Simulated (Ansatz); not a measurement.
Consider a test of the smearing width of MnAs, space group P6_3/mmc (the Ansatz DFT code, driven from Python).

`smear_mnas.py`:
```python
# -*- coding: utf-8 -*-
import csv

import ansatz

FUNCTIONAL = "PBEsol"
KMESH = (7, 7, 4)


def main():
    system = (
        ansatz.Lattice.of((3.71, 0.0, 0.0), (-1.855, 3.212954, 0.0), (0.0, 0.0, 5.691))
        .atom("Mn", (0.0, 0.0, 0.0))
        .atom("Mn", (0.0, 0.0, 0.5))
        .atom("As", (1 / 3, 2 / 3, 0.25))
        .atom("As", (2 / 3, 1 / 3, 0.75))
        .moments(Mn=2.8)
    )

    job = (
        system.calculation()
        .functional(FUNCTIONAL)
        .kpoints(*KMESH, center="gamma")
        .spin(ansatz.SpinTreatment.COLLINEAR)
    )

    rows = []
    for value in [0.3, 0.2, 0.1, 0.05]:
        summary = job.occupations("methfessel_paxton", width=value).run(threads=1, pin="off").report
        rows.append((value, summary["free_energy_ev"] / len(summary["lattice"]["sites"]), summary["n_iterations"], summary["magnetization_mub"], summary["n_kpoints"]))

    with open("smear.csv", "w", newline="") as handle:
        writer = csv.writer(handle)
        writer.writerow(["width (eV)", "F/atom (eV)", "iterations", "moment (muB)", "k-points"])
        writer.writerows([round(v, 5) if isinstance(v, float) else v for v in row] for row in rows)

    for row in rows[:-1]:
        shift = 1000 * (row[1] - rows[-1][1])
        print(f"{row[0]}: {shift:+.2f} meV/atom" + ("  (within 5 meV)" if abs(shift) < 5 else ""))


if __name__ == "__main__":
    main()
```

How much does the free energy per atom change between the narrowest and the widest smearing, and why?

Going from 0.05 to 0.3 eV changes F by +0.7 meV an atom. This scheme is built to cancel the term in the square of the width, so the shifts stay small and are partly the mesh's error.

The run itself:

`python smear_mnas.py` gives:
```text
DeckWarning: basis.ecutwfc = 420 eV, auto-derived from the records' recommended cutoffs: set by Mn (normal level)
0.3: +0.66 meV/atom  (within 5 meV)
0.2: +0.77 meV/atom  (within 5 meV)
0.1: +0.28 meV/atom  (within 5 meV)
```
(Warnings from the package without file and line.)

File `smear.csv` afterwards:
```csv
width (eV),F/atom (eV),iterations,moment (muB),k-points
0.3,-4341.03886,16,6.23411,24
0.2,-4341.03874,15,6.28921,24
0.1,-4341.03923,14,6.36225,24
0.05,-4341.03951,14,6.35818,24
```

Caveats:
- The magnetic order follows from the starting moments and needn't be the lowest.
- For a metal this k-point mesh is coarse: on a finer one energies can move by several to tens of meV an atom and pressures by half a GPa or more, differences at one mesh by less.
- Of the deposited cell: the entry's cell lengths or inner coordinates differ somewhat from later room-temperature determinations.
- The narrowest width needs the finest mesh, so the last row is no converged reference.
- The starting cell is as deposited in a crystallographic database; the results hold for this polymorph, which needn't be the stable one.
- It ran for 22 s on 1 thread of Intel(R) Xeon(R) 6975P-C (Granite Rapids), with other jobs on the host, peak memory 0.52 GiB.

(A comment or docstring line of the script was reworded after the run, the code is as it ran; lines on the test bed's own set-up are left out of the output.)
